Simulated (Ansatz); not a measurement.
# C2HNSe: basis-set convergence

One table from this session's results is given with a row withheld; the runs are named, their logs left out.

The runs use Ansatz 0.2.0, Gaussian basis; one geometry, several basis sets.

The runs, in order: PBE0-D4/def2-SVP; ωB97M-V/def2-SVP; PBE0-D4/def2-QZVPP; ωB97M-V/def2-QZVPP; the functionals' def2-TZVPP values are taken from earlier runs.

## The relaxed structure

The geometry comes from an earlier relaxation with PBE0-D4 in a triple-zeta def2 set; it is a stationary point.

SMILES `N=C=C=[Se]`, 5 atoms, charge 0, spin multiplicity 1.

Atoms are counted from 1 here; the program's logs count them from 0.

Bond lengths: N1–C2 1.237 Å, N1–H5 1.023 Å, C2–C3 1.276 Å, C3–Se4 1.707 Å. Angles: C2–N1–H5 113.7°, N1–C2–C3 171.8°, C2–C3–Se4 176.9°.

Geometry (Å):

```xyz
5
C2HNSe
N     0.7170    1.2090    0.5154
C     0.1718    0.1673    0.1315
C    -0.2901   -0.9912   -0.1361
Se   -0.9607   -2.5025   -0.5603
H     0.4120    2.0437    0.0081
```

The first run:

The input, in.yaml:

```yaml
crystal:
  periodic: [false, false, false]
  atoms:
    - {symbol: N, position_ang: [0.717030, 1.209030, 0.515423]}
    - {symbol: C, position_ang: [0.171769, 0.167294, 0.131549]}
    - {symbol: C, position_ang: [-0.290071, -0.991170, -0.136149]}
    - {symbol: Se, position_ang: [-0.960688, -2.502525, -0.560283]}
    - {symbol: H, position_ang: [0.411960, 2.043670, 0.008059]}
basis:
  gaussian: {orbitals: def2-SVP}
hamiltonian: {xc: pbe0, dispersion: d4}
output: {orbitals: {seedname: orbitals}}
```

Run with:

```bash
> ansatz run in.yaml --threads 2 --pin off --events-out ev --progress --plain --max-ram 4352MiB
```

Among the steps run: PBE0-D4 in def2-SVP; ωB97M-V in def2-SVP; PBE0-D4 in def2-QZVPP; ωB97M-V in def2-QZVPP.

One table of the session follows, with a row left open; its other results are not shown here.

It belongs to the step «Functionals by basis». 

```
functional       basis  HOMO (eV)  LUMO (eV)
   PBE0-D4    def2-SVP      -5.91      -3.91
   PBE0-D4  def2-TZVPP          ?          ?
   PBE0-D4  def2-QZVPP      -6.08      -4.04
   ωB97M-V    def2-SVP      -7.91      -1.80
   ωB97M-V  def2-TZVPP      -8.08      -1.97
   ωB97M-V  def2-QZVPP      -8.11      -2.00
```

Q: Estimate the row for PBE0-D4, def2-TZVPP from the others.

**Answer.** HOMO (eV): -6.05; LUMO (eV): -4.02. In the column «HOMO (eV)» it lies between PBE0-D4, def2-QZVPP (-6.08) and PBE0-D4, def2-SVP (-5.91).
